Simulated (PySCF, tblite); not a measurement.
# C5H6FNO+ (doublet): geometry, infrared bands and EPR parameters

Aim: predict the infrared bands and EPR parameters of C5H6FNO+ (doublet) (`C[NH+]c1coc(F)c1`).

Programs: tblite 0.8.0 and PySCF 2.14.0, with density-fitted response routines of our own. Each step states its level of theory. These are calculated values for one molecule in the gas phase, unless marked as measured. Atoms count from 0, in the outputs and in this text.

### Step 1. The molecule as given

14 atoms, charge 1, multiplicity 2; geometry from: force field or distance geometry start.

Bonds of the start (Å): C0–N1 1.48, N1–C2 1.42, C2–C3 1.41, C3–O4 1.33, O4–C5 1.30, C5–F6 1.36, C5–C7 1.39, C7–C2 1.38, C0–H8 1.11, C0–H9 1.12, C0–H10 1.11, N1–H11 1.04, C3–H12 1.07, C7–H13 1.08.

### Step 2. Optimising the geometry with GFN2-xTB

What the job is given:

```
{"job": {"kind": "relax", "xc": "GFN2-xTB", "basis": "xTB"}, "charge": 1, "multiplicity": 2}
C      1.953300    -0.582600     0.220000
N      1.246000     0.533100    -0.443700
C     -0.161800     0.386100    -0.305100
C     -1.094900     1.303600    -0.842100
O     -2.300600     0.844000    -0.517200
C     -2.210100    -0.270400     0.149200
F     -3.219500    -1.033800     0.644500
C     -0.874800    -0.613000     0.329800
H      1.648100    -1.564100    -0.195800
H      3.052300    -0.523400     0.040500
H      1.803700    -0.576600     1.317000
H      1.493700     1.366800     0.130900
H     -0.890600     2.201300    -1.379900
H     -0.445400    -1.471300     0.829700
```

Started as:

```
OMP_NUM_THREADS=1 python probes_run.py task.json out
```

One launch serves the whole session: the jobs run in the order shown.

What it wrote:

```text
step      E/eV     max force
  0    -679.08103    3.631
  1    -679.52012    2.066
  2    -679.66491    1.112
  3    -679.81648    0.889
  4    -679.89156    0.989
  5    -679.97108    0.876
  6    -680.03815    0.782
  7    -680.08399    0.603
  8    -680.11223    0.496
  9    -680.13622    0.509
 10    -680.15207    0.449
 11    -680.16881    0.338
 12    -680.18533    0.329
 13    -680.19615    0.281
 14    -680.20596    0.211
 15    -680.21459    0.259
 16    -680.22224    0.262
 17    -680.22970    0.439
 18    -680.23693    0.280
 19    -680.24671    0.246
 20    -680.25385    0.249
 21    -680.26096    0.221
 22    -680.26502    0.125
 23    -680.26676    0.100
 24    -680.26774    0.092
 25    -680.26874    0.094
 26    -680.26972    0.075
 27    -680.27041    0.060
 28    -680.27083    0.056
 29    -680.27120    0.062
 30    -680.27166    0.063
 31    -680.27214    0.058
 32    -680.27253    0.057
 33    -680.27282    0.043
 34    -680.27314    0.056
 35    -680.27353    0.060
 36    -680.27396    0.058
 37    -680.27435    0.053
 38    -680.27472    0.055
 39    -680.27515    0.060
 40    -680.27561    0.049
 41    -680.27600    0.054
 42    -680.27633    0.053
 43    -680.27661    0.044
 44    -680.27683    0.043
 45    -680.27695    0.032
 46    -680.27700    0.021
 47    -680.27703    0.015
 48    -680.27707    0.015
 49    -680.27709    0.010
 50    -680.27710    0.009
```

Run time: 0.28 s. Hardware: 1 thread of Arm Neoverse V1, shared host.

Relaxation path: (not every step is listed)

```csv
step,energy from step 0 (eV),largest force (eV/Å)
0,0.0000,3.6309
1,-0.4391,2.0656
2,-0.5839,1.1123
3,-0.7354,0.8892
4,-0.8105,0.9889
5,-0.8900,0.8763
6,-0.9571,0.7820
7,-1.0030,0.6026
8,-1.0312,0.4955
11,-1.0878,0.3380
14,-1.1249,0.2110
17,-1.1487,0.4390
20,-1.1728,0.2488
23,-1.1857,0.0996
26,-1.1887,0.0754
29,-1.1902,0.0616
32,-1.1915,0.0567
35,-1.1925,0.0605
38,-1.1937,0.0554
41,-1.1950,0.0544
44,-1.1958,0.0429
45,-1.1959,0.0324
46,-1.1960,0.0212
47,-1.1960,0.0152
48,-1.1960,0.0146
49,-1.1961,0.0104
50,-1.1961,0.0091
```

Close pairs (by a distance rule), those that changed most:

```csv
bond,before (Å),after (Å),change (Å)
N1–C2,1.422,1.333,-0.090
C5–F6,1.359,1.295,-0.064
O4–C5,1.302,1.357,+0.055
C0–N1,1.478,1.425,-0.054
C2–C7,1.382,1.429,+0.047
C5–C7,1.390,1.358,-0.032
N1–H11,1.042,1.014,-0.028
C0–H9,1.115,1.087,-0.028
```

The end geometry stands in the next job.

### Step 3. Vibrational analysis with GFN2-xTB

What the job is given:

```
{"job": {"kind": "ir", "xc": "GFN2-xTB", "basis": "xTB"}, "charge": 1, "multiplicity": 2}
C      2.060706    -0.547654     0.300863
N      1.171466     0.443312    -0.206502
C     -0.157204     0.345763    -0.179733
C     -1.076141     1.305643    -0.682387
O     -2.307973     0.894092    -0.493664
C     -2.242767    -0.313833     0.120455
F     -3.372455    -0.883914     0.395352
C     -0.963714    -0.712436     0.342281
H      1.810007    -1.535140    -0.096372
H      3.085551    -0.299109     0.037391
H      1.986626    -0.616768     1.392561
H      1.574355     1.287376    -0.598081
H     -0.918909     2.253560    -1.166421
H     -0.650225    -1.621365     0.812092
```

What it wrote:

```text
mode    cm-1     km/mol
  1     -59.0      6.62
  2     137.7      0.16
  3     177.9      1.62
  4     197.4      0.21
  5     369.8      0.30
  6     381.1      1.33
  7     483.3      3.42
  8     553.6    121.86
  9     584.4      6.20
 10     607.9      5.86
 11     621.5     12.14
 12     707.8     14.19
 13     722.9     31.54
 14     798.4     30.62
 15     950.5     19.12
 16     969.3      3.15
 17    1044.0      7.29
 18    1076.3     26.94
 19    1116.3     13.71
 20    1129.7     40.63
 21    1174.0     82.09
 22    1209.3     52.28
 23    1265.0     50.66
 24    1345.5     99.96
 25    1363.8    261.67
 26    1381.2     52.23
 27    1394.7     27.15
 28    1426.3     42.49
 29    1531.5     41.19
 30    1631.5    317.17
 31    2934.4     13.87
 32    2980.3     21.15
 33    3063.9     10.35
 34    3132.2     55.25
 35    3199.3     14.00
 36    3374.7    102.01
```

It took 0.38 s on 1 thread of Arm Neoverse V1, shared host.

The strongest bands and the atoms that carry them (share of the mass-weighted mode):

```
cm⁻¹  km/mol                                 atoms
 554   121.9                     H11 76 %, N1 19 %
1174    82.1  H11 23 %, C7 22 %, H13 15 %, C0 13 %
1209    52.3    C5 25 %, O4 22 %, C3 17 %, C2 11 %
1346   100.0   C3 33 %, H11 16 %, N1 15 %, O4 12 %
1364   261.7            C2 35 %, C3 21 %, H11 13 %
1632   317.2                      C5 64 %, C7 24 %
3132    55.2                              H12 92 %
3375   102.0                              H11 93 %
```

### Step 4. g tensor and hyperfine couplings: B3LYP/pcH-1

Same as in step 3 but for these lines:

```diff
@@ -1,2 +1,2 @@
-{"job": {"kind": "ir", "xc": "GFN2-xTB", "basis": "xTB"}, "charge": 1, "multiplicity": 2}
+{"job": {"kind": "epr", "basis": "pcH-1"}, "charge": 1, "multiplicity": 2}
 C      2.060706    -0.547654     0.300863
```

Method: UKS B3LYP, pcH-1 on C F H N O, non-relativistic, mean-field spin-orbit, GIAO.

What it wrote:

```text
UKS, coarse grid
  cycle   1  E = -423.57384363  |g| = 5.03e-01
  cycle   2  E = -423.45412663  |g| = 7.81e-01
  cycle   3  E = -423.66498474  |g| = 7.67e-02
  cycle   4  E = -423.66566555  |g| = 6.98e-02
  cycle   5  E = -423.66778840  |g| = 1.07e-02
  cycle   6  E = -423.66782227  |g| = 8.40e-03
  cycle   7  E = -423.66785632  |g| = 2.00e-03
  cycle   8  E = -423.66785943  |g| = 1.62e-03
  cycle   9  E = -423.66786025  |g| = 2.89e-04
UKS, final grid
  cycle   1  E = -423.66788018  |g| = 3.88e-04
  cycle   2  E = -423.66788007  |g| = 6.32e-04
  cycle   3  E = -423.66788026  |g| = 5.98e-05
  cycle   4  E = -423.66788026  |g| = 2.69e-05
E = -423.66788026 Eh   <S^2> = 0.7611 (exact 0.7500)
g shifts (ppm)      1          2          3
  rmc          -205       -205       -205
  gc              2         49         42
  oz_so         -31        713       1955
  total        -234        557       1791
hyperfine (MHz)  atom isotope    a_iso     a_fc   dipolar eigenvalues
    0   13C     -14.15     -14.15     -2.11      0.68      1.43
    1   14N      16.74      16.74    -17.92    -17.60     35.52
    2   13C     -24.90     -24.90     -5.67     -0.11      5.79
    3   13C      51.17      51.17    -52.53    -50.76    103.29
    4   17O      -3.72      -3.72    -20.11      9.86     10.25
    5   13C      12.52      12.52    -12.87     -9.69     22.56
    6   19F      28.43      28.43    -59.62    -54.37    113.99
    7   13C      -8.43      -8.43     -8.46      3.37      5.09
    8    1H      49.53      49.53     -3.17     -1.53      4.70
    9    1H       2.48       2.48     -2.57     -2.30      4.88
   10    1H      71.35      71.35     -3.23     -1.63      4.86
   11    1H     -27.15     -27.15    -16.83     -6.55     23.38
   12    1H     -44.74     -44.74    -22.86     -3.06     25.91
   13    1H       1.84       1.84     -2.55      0.27      2.28
```

Wall time 64 s (1 thread of Arm Neoverse V1, shared host); peak memory 0.95 GiB.

Principal g values 2.00209, 2.00288, 2.00411; g(iso) = 2.00302, against 2.00232 for a free electron.

Hyperfine couplings; where a row names several nuclei, a(iso) is their mean (it holds for fast rotation or exchange) and the dipolar term the largest among them:

```csv
nuclei,isotope,a(iso) (MHz),"a(iso) (G, at g = 2.0023)",largest dipolar term (MHz)
C3,13C,51.2,18.3,103.3
H12,1H,-44.7,-16.0,25.9
"H8, H9, H10",1H,41.1,14.7,4.9
F6,19F,28.4,10.1,114.0
H11,1H,-27.1,-9.7,23.4
C2,13C,-24.9,-8.9,5.8
N1,14N,16.7,6.0,35.5
C0,13C,-14.2,-5.0,-2.1
C5,13C,12.5,4.5,22.6
C7,13C,-8.4,-3.0,-8.5
O4,17O,-3.7,-1.3,-20.1
H13,1H,1.8,0.7,-2.5
```

Mulliken spin populations:

C0 -0.02; N1 0.33; C2 0.01; C3 0.57; O4 0.02; C5 0.11; F6 0.02; C7 -0.06; H8 0.02; H9 0.00; H10 0.03; H11 -0.01; H12 -0.03; H13 0.00

In first order the couplings over 0.8 MHz of 1H, 19F, 14N give 192 distinct lines over 92.4 G, if the averaged nuclei exchange fast; the same motion can average rows kept apart here too.

Orbitals, density, ELF and potential are computed afterwards from the orbital file.

ELF in a plane through or near 12 of the atoms.

Values, 10 rows by 14 columns:
```
0.00 0.00 0.00 0.00 0.00 0.00 0.00 0.00 0.00 0.00 0.00 0.00 0.00 0.00
0.00 0.00 0.00 0.00 0.00 0.00 0.00 0.00 0.02 0.01 0.00 0.00 0.00 0.00
0.00 0.00 0.00 0.00 0.00 0.17 0.00 0.23 0.99 0.97 0.01 0.00 0.00 0.00
0.00 0.00 0.00 0.00 0.27 0.99 0.39 0.08 0.94 0.69 0.11 0.10 0.00 0.00
0.00 0.00 0.90 0.99 0.28 0.42 0.74 0.24 0.81 0.81 0.57 0.61 0.01 0.00
0.00 0.00 0.84 0.96 0.43 0.58 0.22 0.87 0.54 0.30 0.42 0.05 0.02 0.00
0.00 0.00 0.01 0.06 0.52 0.46 0.10 0.88 0.31 0.54 0.76 0.88 0.23 0.00
0.00 0.00 0.00 0.00 0.03 0.02 0.37 0.99 0.88 0.01 0.66 0.50 0.02 0.00
0.00 0.00 0.00 0.00 0.00 0.00 0.00 0.09 0.02 0.00 0.00 0.00 0.00 0.00
0.00 0.00 0.00 0.00 0.00 0.00 0.00 0.00 0.00 0.00 0.00 0.00 0.00 0.00
```
The map spans 11.6 Å across and 9.9 Å up, centred on the molecule. Atoms in the plane (x, y in Å): C0 (-2.1, -0.3), N1 (-1.1, 0.7), C2 (0.2, 0.4), C3 (1.3, 1.3), O4 (2.4, 0.7), C5 (2.2, -0.7), F6 (3.2, -1.5), C7 (0.8, -0.9), H9 (-3.1, 0.2), H11 (-1.3, 1.6), H12 (1.3, 2.4), H13 (0.4, -1.9).

log10 of the density (e/Å³) in the same plane.

Values, 10 rows by 14 columns:
```
-4.0 -4.0 -4.0 -4.0 -4.0 -4.0 -4.0 -4.0 -4.0 -4.0 -4.0 -4.0 -4.0 -4.0
-4.0 -4.0 -4.0 -4.0 -4.0 -4.0 -4.0 -3.6 -2.9 -3.1 -4.0 -4.0 -4.0 -4.0
-4.0 -4.0 -4.0 -4.0 -3.1 -2.4 -2.6 -1.9 -0.8 -1.2 -2.6 -4.0 -4.0 -4.0
-4.0 -4.0 -3.5 -2.8 -1.6 -0.2 -1.0 -1.1  0.2 -0.3 -1.2 -2.0 -3.9 -4.0
-4.0 -3.5 -1.8 -0.6 -0.5  0.5  0.4  0.3  0.2  0.4  0.8 -1.0 -2.9 -4.0
-4.0 -3.3 -1.6 -0.2  1.0  0.0 -0.5  0.1  0.1  0.2 -0.1 -1.1 -2.3 -4.0
-4.0 -4.0 -2.7 -1.5 -0.5 -0.8 -1.2 -0.1  0.2 -0.1  0.6  0.6 -1.4 -3.8
-4.0 -4.0 -4.0 -2.9 -2.2 -2.2 -1.6 -0.6 -0.9 -1.7 -0.6 -0.7 -2.1 -4.0
-4.0 -4.0 -4.0 -4.0 -4.0 -3.9 -3.2 -2.6 -2.8 -3.3 -3.1 -3.1 -4.0 -4.0
-4.0 -4.0 -4.0 -4.0 -4.0 -4.0 -4.0 -4.0 -4.0 -4.0 -4.0 -4.0 -4.0 -4.0
```
The map spans 11.6 Å across and 9.9 Å up, centred on the molecule. Atoms in the plane (x, y in Å): C0 (-2.1, -0.3), N1 (-1.1, 0.7), C2 (0.2, 0.4), C3 (1.3, 1.3), O4 (2.4, 0.7), C5 (2.2, -0.7), F6 (3.2, -1.5), C7 (0.8, -0.9), H9 (-3.1, 0.2), H11 (-1.3, 1.6), H12 (1.3, 2.4), H13 (0.4, -1.9).

On the surface of density 0.002 e/bohr³ the electrostatic potential runs, from the 1st to the 99th percentile, from 3.02 V near F6 to 6.87 V near H11.

The spin density lies nearest to C3 38 %; N1 24 %; C2, C5 about 8 % each.

### Step 5. Outcome

```
                                 quantity                  value
strongest single infrared mode (GFN2-xTB)  1632 cm⁻¹, 317 km/mol
             zero-point energy (GFN2-xTB)          64.4 kcal/mol
                           g(iso) (B3LYP)                2.00302
                                     ⟨S²⟩     0.761 (exact 0.75)
       largest a(iso) (averaged by class)    13C on C3, 51.2 MHz
```

**Reading.** Over 50 steps the energy fell by 1.196 eV; of the close pairs, N1–C2 changed most, 1.422 to 1.333 Å. The lowest mode is imaginary (59i cm⁻¹), so the xTB geometry is not a minimum: the zero-point energy counts the real modes alone, and all values at this geometry belong to a saddle point. The strongest single mode, at 1632 cm⁻¹, moves mainly C5. GFN2-xTB is a fitted tight-binding method: band positions and strengths are rough. Its intensities can rank the bands wrongly. C3 carries the largest spin population, 0.57 e. The isotropic g lies 0.7 ppt above the free-electron value. These values are for one conformer; the search (at its own cheap level) found 2 more, at 0.37, 0.38 kcal/mol, and measured spectra average over such forms.
